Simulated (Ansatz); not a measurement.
# C2H4FSi radical: small, medium and large basis sets

An exercise on one series of results from a longer session: the logs are not shown, and one member is left open.

Computed with Ansatz 0.2.0, Gaussian basis. Level: one geometry, several basis sets.

Levels to be run: PBE0-D4/def2-SVP; ωB97M-V/def2-SVP; PBE0-D4/def2-QZVPP; ωB97M-V/def2-QZVPP; the functionals' def2-TZVPP values are taken from earlier runs.

**The geometry**

The geometry comes from an earlier relaxation with PBE0-D4 in a triple-zeta def2 set; it is a stationary point, not always the lowest conformer.

SMILES `[CH]=C[SiH2]F`, 8 atoms, charge 0, spin multiplicity 2.

Atoms are counted from 1 here; the program's logs count them from 0.

Bond lengths: C1–C2 1.303 Å, C1–H5 1.082 Å, C2–Si3 1.856 Å, C2–H6 1.097 Å, Si3–F4 1.602 Å, Si3–H7 1.484 Å, Si3–H8 1.479 Å. Angles: C2–C1–H5 139.8°, C1–C2–Si3 120.4°, C1–C2–H6 120.2°, Si3–C2–H6 119.3°, C2–Si3–F4 109.5°, C2–Si3–H7 110.6°, C2–Si3–H8 110.0°, F4–Si3–H7 106.5°, F4–Si3–H8 108.6°, H7–Si3–H8 111.5°.

Coordinates:

```
atom    x (Å)    y (Å)    z (Å)
  C1   0.1866   1.6655   0.2557
  C2  -0.4265   0.6145  -0.2115
 Si3   0.2957  -1.0790   0.0265
  F4  -0.7313  -1.9866   0.8557
  H5   0.0756   2.7414   0.2852
  H6  -1.3634   0.7248  -0.7713
  H7   0.4930  -1.7512  -1.2813
  H8   1.5624  -0.9865   0.7851
```

Set-up of the first run:

The input, in.yaml:

```yaml
crystal:
  periodic: [false, false, false]
  atoms:
    - {symbol: C, position_ang: [0.186615, 1.665506, 0.255719]}
    - {symbol: C, position_ang: [-0.426475, 0.614484, -0.211452]}
    - {symbol: Si, position_ang: [0.295737, -1.078952, 0.026520]}
    - {symbol: F, position_ang: [-0.731294, -1.986624, 0.855698]}
    - {symbol: H, position_ang: [0.075556, 2.741359, 0.285229]}
    - {symbol: H, position_ang: [-1.363420, 0.724838, -0.771316]}
    - {symbol: H, position_ang: [0.492963, -1.751193, -1.281333]}
    - {symbol: H, position_ang: [1.562417, -0.986517, 0.785134]}
basis:
  gaussian: {orbitals: def2-SVP}
magnetization: {spin_polarized: true, initial_magnetization: 1}
hamiltonian: {xc: pbe0, dispersion: d4}
output: {orbitals: {seedname: orbitals}}
```

The run is started by

```console
ansatz run in.yaml --threads 4 --pin off --events-out ev --progress --plain --max-ram 10444MiB
```

Among the steps run: PBE0-D4 in def2-SVP; ωB97M-V in def2-SVP; PBE0-D4 in def2-QZVPP; ωB97M-V in def2-QZVPP.

One table of the session follows, with a row left open; its other results are not shown here.

It belongs to the step «Functionals by basis». 

| functional | basis | HOMO (eV) | LUMO (eV) |
| --- | --- | --- | --- |
| PBE0-D4 | def2-SVP | -6.88 | -1.88 |
| PBE0-D4 | def2-TZVPP | -6.94 | -2.07 |
| PBE0-D4 | def2-QZVPP | -6.95 | -2.11 |
| ωB97M-V | def2-SVP | ? | ? |
| ωB97M-V | def2-TZVPP | -8.94 | -0.25 |
| ωB97M-V | def2-QZVPP | -8.96 | -0.34 |

Q: Estimate the row for ωB97M-V, def2-SVP from the others.

**Answer.** HOMO (eV): -8.86; LUMO (eV): 0.09. In the column «HOMO (eV)» it lies between ωB97M-V, def2-TZVPP (-8.94) and PBE0-D4, def2-QZVPP (-6.95).
